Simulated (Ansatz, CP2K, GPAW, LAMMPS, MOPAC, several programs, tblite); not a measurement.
**What each method gives for Zn4Se3S (ordering on zincblende)**

An ordered 8-atom cell of Zn4Se3S on the zincblende lattice (P-43m), relaxed with r2SCAN in Ansatz, was computed with several methods. It is cubic, P-43m (No. 215); a = 5.596 Å in the conventional setting, 21.90 Å³ an atom. S is surrounded by 4 Zn at 2.36 Å; Zn is surrounded by 1 S at 2.36 Å and 3 Se at 2.44 Å; Se is surrounded by 4 Zn at 2.44 Å. Note: simulated data, non-magnetic, for a generated structure that need not be the stable one.

```cif
data_structure
_symmetry_space_group_name_H-M 'P 1'
_symmetry_Int_Tables_number 1
_cell_length_a 5.5957
_cell_length_b 5.5957
_cell_length_c 5.5957
_cell_angle_alpha 90.000
_cell_angle_beta 90.000
_cell_angle_gamma 90.000
_cell_volume 175.21
loop_
_atom_site_label
_atom_site_type_symbol
_atom_site_fract_x
_atom_site_fract_y
_atom_site_fract_z
_atom_site_occupancy
S1 S 0.00000 0.00000 0.00000 1
Zn1 Zn 0.75648 0.75648 0.75648 1
Se1 Se 0.50000 0.50000 0.00000 1
Zn2 Zn 0.24352 0.24352 0.75648 1
Se2 Se 0.50000 0.00000 0.50000 1
Zn3 Zn 0.24352 0.75648 0.24352 1
Se3 Se 0.00000 0.50000 0.50000 1
Zn4 Zn 0.75648 0.24352 0.24352 1
```

Gaps and times are for a single point on this cell; volume and bulk modulus come from each method's own relaxation or energy curve at fixed shape, which is too stiff where a cell has free coordinates or axes. Times are rough, from shared hosts (Arm Neoverse V1), and each method has its own mesh and cell size. A dagger marks a closed or tiny gap in a crystal that DFT finds insulating: a failure of the method or a wrong SCF state. A double dagger marks a value from a curve with shape and coordinates held. The energy curve of PM7 (MOPAC) is jagged, so its SCF state, and with it the gap, is in doubt. A star marks a curve whose lowest point is an end point. PM6 (MOPAC), PM7 (MOPAC), GFN1-xTB (tblite), GFN2-xTB (tblite) treat a cluster of cells at its zone centre, which samples few k points: where these miss a band edge, the gap comes out too large for that reason alone. Gaps from k meshes are read at a limited set of points (mesh, symmetry points, PBE's band edges), so each method's own least gap may be somewhat smaller. Force fields have no electrons; where one was fitted to this phase, its volume and modulus reflect the fit. xTB and the PM methods were fitted mostly to molecules, and can miss a solid's gap by electronvolts. Minimal bases can be far off for gaps. GLLB-SC's gap includes the derivative discontinuity. d marks a direct gap, i an indirect one (no mark: not told apart), a dash a value that wasn't computed or didn't pass its checks.

```
                          method              kind  gap (eV)  own volume (Å³/atom)  bulk modulus (GPa)  atoms computed  processor time
        CdTeZnSeHgS0.sw (LAMMPS)       force field         –                 22.09                 77‡               8          0.13 s
                     PM7 (MOPAC)    semi-empirical     0.00†                     –                   –              64           3.1 s
               GFN1-xTB (tblite)     tight binding     0.00†                     –                   –              64           3.3 s
light PBE (260 eV, its own mesh)  light plane-wave    1.48 d                     –                   –               8           3.5 s
               GFN2-xTB (tblite)     tight binding      3.29               24.10*‡                   –              64           4.3 s
                     PM6 (MOPAC)    semi-empirical      2.58                     –                   –              64            13 s
                  PBE/SZV (CP2K)       small basis    1.91 d                     –                   –               8            14 s
                             PBE         semilocal    1.45 d                 22.65                 60‡               8            29 s
                 PBE/DZVP (CP2K)       small basis    1.46 d                     –                   –               8            47 s
                          r2SCAN         semilocal    2.02 d                 21.90                 68‡               8            60 s
                  GLLB-SC (GPAW)   model potential      2.55                     –                   –               8            64 s
```

Against r2SCAN (2.02 eV) and with closed or daggered gaps left aside, the nearest gap at the points sampled is that of PBE/SZV (CP2K) (-0.11 eV) and the farthest that of GFN2-xTB (tblite) (+1.27 eV). r2SCAN is only a yardstick of convenience: semilocal gaps usually lie below measured ones, which GLLB-SC and hybrids aim to mend.

Volumes against r2SCAN's: CdTeZnSeHgS0.sw (LAMMPS) +0.9 %, PBE +3.4 %.

The runs are scalar-relativistic, without spin-orbit coupling.
